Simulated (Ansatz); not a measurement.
**CH₆InNO: how energies converge with the basis set**

The task here is to estimate one member of a computed series from the others.

The runs use Ansatz 0.2.0, Gaussian basis; one geometry, several basis sets.

Plan: PBE0-D4/def2-SVP; ωB97M-V/def2-SVP; PBE0-D4/def2-QZVPP; ωB97M-V/def2-QZVPP; the functionals' def2-TZVPP values are taken from earlier runs.

**Structure used throughout**

The geometry comes from an earlier relaxation with PBE0-D4 in a triple-zeta def2 set; it is a stationary point, not always the lowest conformer. In takes the def2 core potential; no spin-orbit term is included.

SMILES `N[CH](O)[InH2]`, 10 atoms, charge 0, spin multiplicity 1.

Atoms are counted from 1 here; the program's logs count them from 0.

Bond lengths: N1–C2 1.430 Å, N1–H5 1.012 Å, N1–H6 1.015 Å, C2–O3 1.432 Å, C2–In4 2.184 Å, C2–H7 1.095 Å, O3–H8 0.964 Å, In4–H9 1.731 Å, In4–H10 1.726 Å. Angles: C2–N1–H5 112.1°, C2–N1–H6 113.5°, H5–N1–H6 108.5°, N1–C2–O3 115.7°, N1–C2–In4 109.9°, N1–C2–H7 107.4°, O3–C2–In4 103.9°, O3–C2–H7 109.5°, In4–C2–H7 110.3°, C2–O3–H8 109.4°, C2–In4–H9 116.7°, C2–In4–H10 122.2°, H9–In4–H10 121.2°.

Set-up of the first run:

The input, in.yaml:

```yaml
crystal:
  periodic: [false, false, false]
  atoms:
    - {symbol: N, position_ang: [-1.029386, 0.874163, -0.480797]}
    - {symbol: C, position_ang: [0.283025, 0.403927, -0.164493]}
    - {symbol: O, position_ang: [0.961814, -0.297415, -1.212228]}
    - {symbol: In, position_ang: [0.180201, -1.052538, 1.459329]}
    - {symbol: H, position_ang: [-1.634407, 0.129023, -0.800598]}
    - {symbol: H, position_ang: [-1.037606, 1.615854, -1.174170]}
    - {symbol: H, position_ang: [0.877813, 1.271630, 0.140092]}
    - {symbol: H, position_ang: [1.192305, 0.322192, -1.914484]}
    - {symbol: H, position_ang: [-1.026149, -2.286071, 1.321290]}
    - {symbol: H, position_ang: [1.232390, -0.980767, 2.826047]}
basis:
  gaussian: {orbitals: def2-SVP}
hamiltonian: {xc: pbe0, dispersion: d4}
output: {orbitals: {seedname: orbitals}}
```

The run is started by

```console
ansatz run in.yaml --threads 4 --pin off --events-out ev --progress --plain --max-ram 10444MiB
```

Steps of the session up to this table: PBE0-D4 in def2-SVP; ωB97M-V in def2-SVP; PBE0-D4 in def2-QZVPP; ωB97M-V in def2-QZVPP.

One of the session's tables, all rows but one given; the rest of the session is left out.

It belongs to the step «Density functionals: the series». 

| functional | basis | HOMO (eV) | LUMO (eV) |
| --- | --- | --- | --- |
| PBE0-D4 | def2-SVP | -6.62 | -1.28 |
| PBE0-D4 | def2-TZVPP | -6.80 | -1.41 |
| PBE0-D4 | def2-QZVPP | -6.84 | -1.44 |
| ωB97M-V | def2-SVP | -8.81 | 0.28 |
| ωB97M-V | def2-TZVPP | -9.00 | 0.04 |
| ωB97M-V | def2-QZVPP | ? | ? |

**Question.** Estimate the row for ωB97M-V, def2-QZVPP.

The run gave: HOMO (eV): -9.04; LUMO (eV): -0.02. In the column «HOMO (eV)» it is the lowest.
